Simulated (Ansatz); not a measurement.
# AlGaHO+ (triplet): the correlation ladder, cc-pVDZ

The task here is to estimate one member of a computed series from the others.

The runs use Ansatz 0.2.0, Gaussian basis; cc-pVDZ, core rule «outside noble gas», up to 20 orbitals frozen.

To be run: UHF; CCSD(T) on ROHF; CCSD(T) on UHF; BCCD(T) on ROHF; CISD; CCSDT(Q) on ROHF; CCSDT(Q) on UHF; CASSCF and MRCISD+Q, 10 electrons in 10 orbitals; CASSCF and NEVPT2, 10 electrons in 10 orbitals.

23 further runs of the same task are left out: 3 for a known fault of the program, 8 that didn't finish, 12 set aside as unsound or not needed.

## What is computed

The geometry is a PBE0/def2-TZVP stationary point (not a proven minimum) of the parent state, kept for this charge and spin. No spin-orbit coupling is included. The filled d shell of Ga may be among the frozen orbitals whatever the setting's name suggests; the logs give the count.

4 atoms, charge 1, spin multiplicity 3.

Atoms are counted from 1 here; the program's logs count them from 0.

Bond lengths: Al1–Ga2 2.683 Å, Ga2–O3 1.754 Å, O3–H4 0.952 Å. Angles: Al1–Ga2–O3 180.0°, Ga2–O3–H4 180.0°.

The first run:

Input file in.yaml:

```yaml
crystal:
  periodic: [false, false, false]
  atoms:
    - {symbol: Al, position_ang: [0.000000, 0.000000, -3.127100]}
    - {symbol: Ga, position_ang: [0.000000, 0.000000, -0.444100]}
    - {symbol: O, position_ang: [0.000000, 0.000000, 1.309800]}
    - {symbol: H, position_ang: [0.000000, 0.000000, 2.261400]}
basis:
  gaussian: {orbitals: cc-pVDZ}
total_charge: 1
magnetization: {spin_polarized: true, initial_magnetization: 2}
hamiltonian: {xc: hf}
output: {orbitals: {seedname: orbitals}}
```

Started as:

```sh
> ansatz run in.yaml --threads 1 --pin off --events-out ev --progress --plain --max-ram 2393MiB
```

Among the steps run: UHF; CCSD(T) on ROHF; CCSD(T) on UHF; BCCD(T) on ROHF; CISD; CCSDT(Q) on ROHF; CCSDT(Q) on UHF; CASSCF and MRCISD+Q, 10 electrons in 10 orbitals; CASSCF and NEVPT2, 10 electrons in 10 orbitals.

One table of the session follows, with a row left open; its other results are not shown here.

It belongs to the step «Misses and costs». 

```
   method  from UCCSDT(Q) (kcal/mol)
     ROHF                    +178.45
      UHF                    +177.19
     RMP2                     +19.30
     UMP2                     +18.83
    RCCSD                      +6.74
    UCCSD                      +6.63
 RCCSD(T)                      +1.57
 UCCSD(T)                      +1.51
  BCCD(T)                          ?
   RCCSDT                      +0.72
   UCCSDT                      +0.67
RCCSDT(Q)                      +0.20
UCCSDT(Q)                          0
```

**Question.** Estimate the row for BCCD(T).

**Answer.** from UCCSDT(Q) (kcal/mol): +1.40. In the column «from UCCSDT(Q) (kcal/mol)» it lies between RCCSDT (+0.72) and UCCSD(T) (+1.51).

Not comparable, so not listed: CISD (they don't share determinant, frozen orbitals or solution with the rows shown, or repeat one).

To keep in mind: Left out of the table: CASSCF frontier, NEVPT2 frontier, MRCISD frontier, MRCISD+Q frontier (the active space lost an orbital or holds another state than full CI finds). Restricted and unrestricted rows rest on different reference determinants; where their highest levels disagree by more than a few hundredths of an eV, they describe different states and don't form one ladder. Warnings in the runs' records: passed over end.
